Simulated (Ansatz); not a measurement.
# AsSi: the cost of one run

Method: the settings change from run to run; program: Ansatz 0.2.0, Gaussian basis.

20 further runs of the same task are left out: 10 that didn't finish, 10 set aside as unsound or not needed. Runs told in other sessions of the task aren't counted.

## 1. What is computed

The geometry is a PBE0/def2-TZVP stationary point (not a proven minimum) of the parent state, kept for this charge and spin. No spin-orbit coupling is included. The filled d shell of As may be among the frozen orbitals whatever the setting's name suggests.

2 atoms, charge 0, spin multiplicity 2.

Atoms are counted from 1 here; the program's logs count them from 0.

Bond lengths: Si1–As2 2.454 Å.

## 2. CISD/def2-TZVP

The input, in.yaml:

```yaml
crystal:
  periodic: [false, false, false]
  atoms:
    - {symbol: Si, position_ang: [0.000000, 0.000000, 0.000000]}
    - {symbol: As, position_ang: [0.000000, 0.000000, 2.453600]}
basis:
  gaussian: {orbitals: def2-TZVP}
magnetization: {spin_polarized: false, initial_magnetization: 1}
correlation: {active_space: {ras: {orbitals: [4, 1, 61], electrons: 9, max_holes: 2, max_particles: 2}, fixed_orbitals: true}}
output: {forces: true}
```

The run is started by

```sh
ansatz run in.yaml --threads 1 --pin off --events-out ev --progress --plain --max-ram 2393MiB
```

What time and memory should one allow on 1 thread of Intel Xeon at 2.80GHz, shared host?

About 19 s, with a peak of 0.74 GiB.
